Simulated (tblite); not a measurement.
# AlCl3H2HfO3: the cost of one run

Computed with tblite 0.8.0 and PySCF 2.14.0; each step states its level. No surroundings beyond the atoms listed, unless a continuum is named. Atoms count from 0, parts from 1.

## 1. Starting point

10 atoms, charge 0, multiplicity 1; geometry: distance geometry start.

## 2. Relaxing the cluster with GFN2-xTB

What the job is given:

```
{"job": {"kind": "relax", "xc": "GFN2-xTB", "basis": "xTB"}, "charge": 0, "multiplicity": 1}
O     -0.296089     3.665994    -1.726674
Al     0.573143     2.014105    -1.741248
O     -0.147061     0.708156    -2.872950
O      1.180875     1.413406    -0.059302
Hf    -0.004202     1.049467     1.575201
Cl     1.169651     1.692667     3.576756
Cl    -2.049269     2.315548     1.396081
Cl    -0.548736    -1.262436     1.667460
H     -0.908999     3.989727    -1.047437
H     -0.681338    -0.057775    -2.566262
```

Method: GFN2-xTB geometry optimisation, gas phase.

Started as:

```
$ OMP_NUM_THREADS=1 python cluster_run.py task.json out
```

The driver reads the jobs from task.json and runs them one after another.

**Question.** How long does this first job take on 1 thread of Intel Xeon 6975P-C, shared host?

About 2.6 s.
